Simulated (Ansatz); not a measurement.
# ClF₂HOTi: one species, many methods

The task here is to estimate one member of a computed series from the others.

The runs use Ansatz 0.2.0, Gaussian basis; functionals in def2-TZVPP, the program's frozen cores in correlated methods.

Plan: LDA (SPW92), PBE-D4, revPBE-D4, BLYP-D4, r2SCAN-D4, B97M-V, PBE0-D4, B3LYP-D4, r2SCANh-D4, r2SCAN0-D4, HSE06-D4, BHLYP-D4, CAM-B3LYP-D4, LC-ωPBE, ωB97X-V, ωB97M-V, B2PLYP, PBE-QIDH; CCSD(T)/def2-SVP; CCSD(T)/def2-TZVPP; MP2/def2-QZVPP; extrapolation to the limit; RPA on PBE.

## The relaxed structure

An earlier PBE0-D4 in a triple-zeta def2 set relaxation fixed the geometry.

SMILES `[OH][Ti]([F])([F])[Cl]`, 6 atoms, charge 0, spin multiplicity 1.

Atoms are counted from 1 here; the program's logs count them from 0.

Bond lengths: O1–Ti2 1.758 Å, O1–H6 0.958 Å, Ti2–F3 1.745 Å, Ti2–F4 1.745 Å, Ti2–Cl5 2.191 Å. Angles: Ti2–O1–H6 140.8°, O1–Ti2–F3 108.8°, O1–Ti2–F4 109.4°, O1–Ti2–Cl5 109.6°, F3–Ti2–F4 110.2°, F3–Ti2–Cl5 110.4°, F4–Ti2–Cl5 108.4°.

Set-up of the first run:

The input, in.yaml:

```yaml
crystal:
  periodic: [false, false, false]
  atoms:
    - {symbol: O, position_ang: [-0.492285, 0.180497, 1.252007]}
    - {symbol: Ti, position_ang: [-0.016810, -0.022275, -0.428035]}
    - {symbol: F, position_ang: [-1.249939, 0.670302, -1.450435]}
    - {symbol: F, position_ang: [0.170861, -1.722182, -0.776717]}
    - {symbol: Cl, position_ang: [1.906656, 0.969004, -0.772189]}
    - {symbol: H, position_ang: [-0.276382, -0.139246, 2.129268]}
basis:
  gaussian: {orbitals: def2-TZVPP}
hamiltonian: {xc: lda}
output: {orbitals: {seedname: orbitals}}
```

Launch:

```sh
$ ansatz run in.yaml --threads 4 --pin off --events-out ev --progress --plain --max-ram 10444MiB
```

Steps of the session up to this table: LDA; PBE-D4 (GGA); revPBE-D4 (GGA); BLYP-D4 (GGA); r2SCAN-D4 (meta-GGA); B97M-V (meta-GGA); B3LYP-D4 (hybrid); r2SCANh-D4 (hybrid); r2SCAN0-D4 (hybrid); HSE06-D4 (hybrid); BHLYP-D4 (hybrid); CAM-B3LYP-D4 (range-separated); LC-ωPBE (range-separated); ωB97X-V (range-separated); ωB97M-V (range-separated); B2PLYP (double hybrid); PBE-QIDH (double hybrid).

One table of the session follows, with a row left open; its other results are not shown here.

It belongs to the step «Frontier levels by functional». 

```
  functional  HOMO (eV)  LUMO (eV)  gap (eV)
 LDA (SPW92)      -8.34      -4.04      4.29
      PBE-D4      -8.14      -3.78      4.37
   revPBE-D4      -8.07      -3.68      4.38
     BLYP-D4      -8.00      -3.70      4.30
   r2SCAN-D4      -8.53      -3.75      4.78
      B97M-V      -8.60      -3.75      4.85
     PBE0-D4      -9.62      -2.86      6.76
    B3LYP-D4          ?          ?         ?
  r2SCANh-D4      -9.07      -3.39      5.68
  r2SCAN0-D4      -9.89      -2.83      7.06
    HSE06-D4      -9.22      -3.25      5.97
    BHLYP-D4     -10.97      -1.77      9.20
CAM-B3LYP-D4     -11.00      -1.77      9.23
     LC-ωPBE     -12.38      -0.58     11.80
     ωB97X-V     -12.01      -0.59     11.42
     ωB97M-V     -11.87      -0.58     11.29
```

Estimate the missing values for B3LYP-D4.

Worked estimate for «HOMO (eV)». Against the share of exact exchange, BLYP-D4 (0, -8.00), BHLYP-D4 (0.5, -10.97) give a slope of -5.94 per unit share; at 0.2 the line stands at -9.19.

**Answer.** HOMO (eV): -9.35; LUMO (eV): -3.16; gap (eV): 6.19. In «HOMO (eV)» the line misses by +0.16.
